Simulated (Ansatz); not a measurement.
# C₇H₁₈FHfNO: small, medium and large basis sets

An exercise on one series of results from a longer session: the logs are not shown, and one member is left open.

Program: Ansatz 0.2.0, Gaussian basis. Level of theory: one geometry, several basis sets. These are calculated values, not measurements.

Plan: PBE0-D4/def2-SVP; ωB97M-V/def2-SVP; PBE0-D4/def2-QZVPP; ωB97M-V/def2-QZVPP; the functionals' def2-TZVPP values are taken from earlier runs.

## Structure used throughout

All runs share one geometry, relaxed beforehand with PBE0-D4 in a triple-zeta def2 set. Hf takes the def2 core potential; no spin-orbit term is included.

SMILES `C[N](C)[Hf]([OH])([F])[CH2]C(C)(C)C`, 29 atoms, charge 0, spin multiplicity 1.

Atoms are counted from 1 here; the program's logs count them from 0.

Bond lengths: C1–N2 1.443 Å, C1–H12 1.099 Å, C1–H13 1.093 Å, C1–H14 1.100 Å, N2–C3 1.444 Å, N2–Hf4 2.025 Å, C3–H15 1.100 Å, C3–H16 1.099 Å, C3–H17 1.094 Å, Hf4–O5 1.927 Å, Hf4–F6 1.924 Å, Hf4–C7 2.241 Å, O5–H18 0.952 Å, C7–C8 1.535 Å, C7–H19 1.105 Å, C7–H20 1.100 Å, C8–C9 1.527 Å, C8–C10 1.529 Å and more. Angles: N2–C1–H12 111.6°, N2–C1–H13 110.9°, N2–C1–H14 111.5°, H12–C1–H13 107.6°, H12–C1–H14 107.4°, H13–C1–H14 107.6°, C1–N2–C3 112.4°, C1–N2–Hf4 123.9°, C3–N2–Hf4 123.6°, N2–C3–H15 111.7°, N2–C3–H16 111.5°, N2–C3–H17 111.2°, H15–C3–H16 107.4°, H15–C3–H17 107.6°, H16–C3–H17 107.3°, N2–Hf4–O5 109.5°, N2–Hf4–F6 110.5°, N2–Hf4–C7 106.8° and more.

The first run:

Input file in.yaml:

```yaml
crystal:
  periodic: [false, false, false]
  atoms:
    - {symbol: C, position_ang: [-2.149348, -2.005477, -0.782480]}
    - {symbol: N, position_ang: [-2.008627, -0.808160, 0.011189]}
    - {symbol: C, position_ang: [-2.221377, -1.051492, 1.418197]}
    - {symbol: Hf, position_ang: [-1.549928, 1.009048, -0.755776]}
    - {symbol: O, position_ang: [-2.158211, 1.108311, -2.581291]}
    - {symbol: F, position_ang: [-2.042328, 2.404368, 0.473652]}
    - {symbol: C, position_ang: [0.681511, 1.088563, -0.946165]}
    - {symbol: C, position_ang: [1.617125, 0.540361, 0.140420]}
    - {symbol: C, position_ang: [1.174723, 1.041825, 1.513549]}
    - {symbol: C, position_ang: [3.050426, 1.008681, -0.115438]}
    - {symbol: C, position_ang: [1.589463, -0.985730, 0.128422]}
    - {symbol: H, position_ang: [-3.146255, -2.453609, -0.664099]}
    - {symbol: H, position_ang: [-2.007460, -1.788451, -1.844748]}
    - {symbol: H, position_ang: [-1.409558, -2.767370, -0.496973]}
    - {symbol: H, position_ang: [-1.475607, -1.749226, 1.826785]}
    - {symbol: H, position_ang: [-3.214538, -1.483620, 1.606225]}
    - {symbol: H, position_ang: [-2.155297, -0.123348, 1.994012]}
    - {symbol: H, position_ang: [-2.576180, 1.428133, -3.373997]}
    - {symbol: H, position_ang: [0.873922, 2.170010, -1.067379]}
    - {symbol: H, position_ang: [0.948610, 0.647660, -1.917829]}
    - {symbol: H, position_ang: [1.866083, 0.715764, 2.296406]}
    - {symbol: H, position_ang: [1.126855, 2.133973, 1.539940]}
    - {symbol: H, position_ang: [0.184163, 0.656991, 1.779744]}
    - {symbol: H, position_ang: [3.114054, 2.100171, -0.088925]}
    - {symbol: H, position_ang: [3.740485, 0.612366, 0.636789]}
    - {symbol: H, position_ang: [3.396145, 0.677645, -1.098593]}
    - {symbol: H, position_ang: [1.920113, -1.372464, -0.839979]}
    - {symbol: H, position_ang: [0.579030, -1.359230, 0.311822]}
    - {symbol: H, position_ang: [2.251994, -1.395695, 0.896521]}
basis:
  gaussian: {orbitals: def2-SVP}
hamiltonian: {xc: pbe0, dispersion: d4}
output: {orbitals: {seedname: orbitals}}
```

Launch:

```console
ansatz run in.yaml --threads 6 --pin off --events-out ev --progress --plain --max-ram 174080MiB --backend cpu
```

Among the steps run: PBE0-D4 in def2-SVP; ωB97M-V in def2-SVP; PBE0-D4 in def2-QZVPP; ωB97M-V in def2-QZVPP.

One table of the session follows, with a row left open; its other results are not shown here.

It belongs to the step «Functionals by basis». 

```
functional       basis  HOMO (eV)  LUMO (eV)
   PBE0-D4    def2-SVP          ?          ?
   PBE0-D4  def2-TZVPP      -6.50       0.00
   PBE0-D4  def2-QZVPP      -6.52      -0.20
   ωB97M-V    def2-SVP      -8.71       1.28
   ωB97M-V  def2-TZVPP      -8.79       1.02
   ωB97M-V  def2-QZVPP      -8.81       0.61
```

Estimate the missing values for PBE0-D4, def2-SVP.

**Answer.** HOMO (eV): -6.43; LUMO (eV): 0.19. In the column «HOMO (eV)» it is the highest.
